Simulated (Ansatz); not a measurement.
Geometry optimisation, Ansatz, DFT PBE, scalar-relativistic, plane waves, PAW.

input.yaml

```yaml
crystal:
  lattice:
    - [6.62, 0.0, 0.0]
    - [-4.965, 8.599632, 0.0]
    - [0.0, 0.0, 5.27614]
  atoms:
    - { symbol: Sc, position: [0.0, 0.0, 0.0] }
    - { symbol: Sc, position: [0.16666667, 0.22222223, 0.5] }
    - { symbol: Sc, position: [1.0e-08, 0.33333334, 0.0] }
    - { symbol: Sc, position: [0.16666668, 0.55555557, 0.5] }
    - { symbol: Sc, position: [2.0e-08, 0.66666669, 0.0] }
    - { symbol: Sc, position: [0.16666669, 0.88888892, 0.5] }
    - { symbol: Sc, position: [0.5, 0.0, 0.0] }
    - { symbol: Sc, position: [0.66666667, 0.22222223, 0.5] }
    - { symbol: Sc, position: [0.50000001, 0.33333334, 0.0] }
    - { symbol: Sc, position: [0.66666668, 0.55555557, 0.5] }
    - { symbol: Sc, position: [0.50000002, 0.66666669, 0.0] }
    - { symbol: Sc, position: [0.66666669, 0.88888892, 0.5] }
    - { symbol: C, position: [-0.00640505, -0.0021964, 0.37229959] }
basis:
  ecutwfc: 420.0
kpoints:
  mp_grid: { grid: [3, 2, 3] }
hamiltonian:
  xc: pbe
scf:
  occupations: { method: gaussian, width: 0.05 }
  lower_state_search: "off"
relax:
  f_tol: 0.03
  max_steps: 60
  adjacent_minimum: "off"
```

Launched with:

```bash
$ ansatz run input.yaml --threads 2 --pin off --max-ram 5120MiB --backend cpu --events-out ev --progress --plain --runs-dir out
```

**Question.** Where does it end, and by what steps?

**Answer.** The run converged. Limits of this set-up: coarse k mesh, a small cell, in which the defect meets its images, a typed lattice constant that wasn't relaxed here. After 5 steps the energy has fallen by 0.472 eV; Sc2 moved furthest, 0.20 Å.

```tsv
step	energy less start (eV)	largest force component (eV/Å)	accepted
0	0.0000	2.209	yes
1	-0.3951	0.623	yes
2	-0.4586	0.150	yes
3	-0.4682	0.076	yes
4	-0.4713	0.043	yes
5	-0.4722	0.013	yes
```

```xyz
13
Lattice="6.6200 0.0000 0.0000 -4.9650 8.5996 0.0000 0.0000 0.0000 5.2761" Properties=species:S:1:pos:R:3
Sc -0.003 -0.028 -0.165
Sc 0.000 2.068 2.759
Sc -1.694 2.879 0.076
Sc -1.684 4.756 2.607
Sc -3.276 5.690 -0.045
Sc -3.250 7.613 2.588
Sc 3.312 -0.081 -0.073
Sc 3.301 1.946 2.794
Sc 1.681 2.892 0.111
Sc 1.682 4.745 2.675
Sc -0.049 5.645 -0.055
Sc -0.052 7.602 2.579
C 0.000 0.118 1.942
```

Whether the end is a true minimum wasn't checked by a vibrational analysis.

Time of the run: 27 s on 2 threads of Intel(R) Xeon(R) 6975P-C (Granite Rapids) (shared host), peak memory 0.72 GiB.
